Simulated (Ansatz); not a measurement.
Crystal: Ge2Sb2Te5.

```
CELL_PARAMETERS angstrom
4.29406 0.00000 0.00000
-2.14703 3.71877 0.00000
0.00000 0.00000 17.10135
ATOMIC_POSITIONS crystal
Te 0.66667 0.33333 0.41989
Te 0.33333 0.66667 0.58011
Te 0.33333 0.66667 0.20154
Te 0.66667 0.33333 0.79846
Te 0.00000 0.00000 0.00000
Sb 0.00000 0.00000 0.32007
Sb 0.00000 0.00000 0.67993
Ge 0.66667 0.33333 0.10290
Ge 0.33333 0.66667 0.89711
```

The cell comes from a database or a generator and needn't be the stable form of this composition.

```yaml
Program: Ansatz 0.2.0
Task: relaxation of cell and atoms
Functional: PBEsol
Dispersion: D3(BJ)-ATM
Potentials_or_basis: Ansatz PAW
Cutoff: "420 eV (not typed: the program's choice for these potentials)"
k_mesh: 7 × 7 × 2
Occupations: fermi-dirac, width 0.05 eV
Spin: no spin polarisation
```

At the start: volume 30.34 Å³/atom.

Problem. Where does the relaxation end?

Solution. It ends after 6 steps and the volume is 27.68 Å³/atom (-8.8 %); space group P-3m1 (No. 164, to 0.05 Å).

Step by step:
```csv
step,energy change (eV),largest force (eV/Å),volume (Å³)
1,0.0000,0.1308,273.09
2,-0.2084,0.4066,240.53
3,-0.3147,0.0405,251.66
4,-0.3194,0.0171,249.41
5,-0.3196,0.0048,249.15
6,-0.3151,0.0048,249.15
```

Final structure:
```cif
data_structure
_symmetry_space_group_name_H-M 'P 1'
_symmetry_Int_Tables_number 1
_cell_length_a 4.1685
_cell_length_b 4.1685
_cell_length_c 16.5566
_cell_angle_alpha 90.000
_cell_angle_beta 90.000
_cell_angle_gamma 120.000
_cell_volume 249.15
loop_
_atom_site_label
_atom_site_type_symbol
_atom_site_fract_x
_atom_site_fract_y
_atom_site_fract_z
_atom_site_occupancy
Te1 Te 0.66667 0.33333 0.42386 1
Te2 Te 0.33333 0.66667 0.57614 1
Te3 Te 0.33333 0.66667 0.19945 1
Te4 Te 0.66667 0.33333 0.80055 1
Te5 Te 0.00000 0.00000 0.00000 1
Sb1 Sb 0.00000 0.00000 0.31934 1
Sb2 Sb 0.00000 0.00000 0.68066 1
Ge1 Ge 0.66667 0.33333 0.10082 1
Ge2 Ge 0.33333 0.66667 0.89918 1
```

Caveat: the plane-wave basis is chosen anew once the cell has moved, so the energies of steps on either side of that aren't comparable; pairwise dispersion overbinds metals, which lowers pressure and volume; the PAW data sets come from PBE, with cores solved anew for the run's functional, which leaves a small shift of forces and pressure.
